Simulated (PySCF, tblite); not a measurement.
**C₅H₁₁FSi: geometry, infrared bands and NMR shifts**

What infrared bands and NMR shifts should C₅H₁₁FSi (`FC[C@H]1CC[SiH2]C1`) show?

The runs use tblite 0.8.0 and PySCF 2.14.0, with density-fitted response routines of our own; the level of theory stands in each step. All values are computed, except where a source is named. Atoms are numbered from 0 throughout.

## 1. Starting geometry

18 atoms, charge 0, multiplicity 1; geometry from: force field or distance geometry start.

Bonds of the start (Å): F0–C1 1.40, C1–C2 1.50, C2–C3 1.48, C3–C4 1.49, C4–Si5 1.87, Si5–C6 1.88, C6–C2 1.52, C1–H7 1.09, C1–H8 1.13, C2–H9 1.12, C3–H10 1.13, C3–H11 1.12, C4–H12 1.12, C4–H13 1.11, Si5–H14 1.47, Si5–H15 1.46, C6–H16 1.11, C6–H17 1.09.

## 2. Optimising the geometry with GFN2-xTB

The job: settings as JSON, then the geometry in Å.

```
{"job": {"kind": "relax", "xc": "GFN2-xTB", "basis": "xTB"}, "charge": 0, "multiplicity": 1}
F      1.843900    -1.245700     1.394900
C      1.968200    -0.748600     0.097400
C      0.693100    -0.107300    -0.355300
C     -0.451300    -1.045200    -0.372500
C     -1.757400    -0.321700    -0.395700
Si    -1.340100     1.404200     0.178200
C      0.439400     1.016400     0.637300
H      2.335600    -1.543900    -0.554300
H      2.753300     0.062500     0.175200
H      0.866800     0.351300    -1.361100
H     -0.397900    -1.629600    -1.334500
H     -0.381500    -1.804700     0.441000
H     -2.521000    -0.747300     0.301400
H     -2.226400    -0.304700    -1.401400
H     -1.309800     2.361700    -0.940900
H     -2.127500     1.849400     1.320100
H      0.481400     0.601300     1.662600
H      1.122400     1.858100     0.495900
```

On the command line:

```
OMP_NUM_THREADS=1 python probes_run.py task.json out
```

The driver reads the jobs from task.json and runs them one after another.

**Question.** This job is followed by: GFN2-xTB harmonic vibrations, gas phase; GIAO PBE0/pcSseg-1 NMR shielding, non-relativistic, gas phase. Predict these results of the whole session: strongest single infrared mode (GFN2-xTB); zero-point energy (GFN2-xTB); ¹³C shifts against TMS (PBE0/pcSseg-1); ¹H shifts against TMS (PBE0/pcSseg-1); ¹⁹F shifts against CFCl3 (PBE0/pcSseg-1); ²⁹Si shifts against TMS (PBE0/pcSseg-1); surface potential, 1st and 99th percentile.

As calculated:

| quantity | value |
| --- | --- |
| strongest single infrared mode (GFN2-xTB) | 2242 cm⁻¹, 402 km/mol |
| zero-point energy (GFN2-xTB) | 92.1 kcal/mol |
| ¹³C shifts against TMS (PBE0/pcSseg-1) | 87.7, 47.0, 33.2, 10.8, 10.5 ppm |
| ¹H shifts against TMS (PBE0/pcSseg-1) | 4.84, 4.79, 4.29, 4.25, 1.86, 1.60, 1.40, 1.21, 1.14, 0.87, 0.76 ppm |
| ¹⁹F shifts against CFCl3 (PBE0/pcSseg-1) | -269.5 ppm |
| ²⁹Si shifts against TMS (PBE0/pcSseg-1) | -30.2 ppm |
| surface potential, 1st and 99th percentile | -1.08 V and 0.85 V |

In words: Over 79 steps the energy fell by 0.468 eV; of the close pairs, C2–C3 changed most, 1.480 to 1.531 Å. All 48 modes are real, so the xTB geometry is a minimum. The strongest single mode, at 2242 cm⁻¹, moves mainly H14. Unscaled tight-binding wavenumbers are off by several per cent, some by more. Its intensities can rank the bands wrongly. C1 (sp3 CH2 bonded to F) lies farthest downfield among carbon, at 87.7 ppm; pulled downfield by the heteroatom. At PBE0/pcSseg-1: The widest tensor belongs to Si5: span 106 ppm, with a paramagnetic part of -500 ppm.
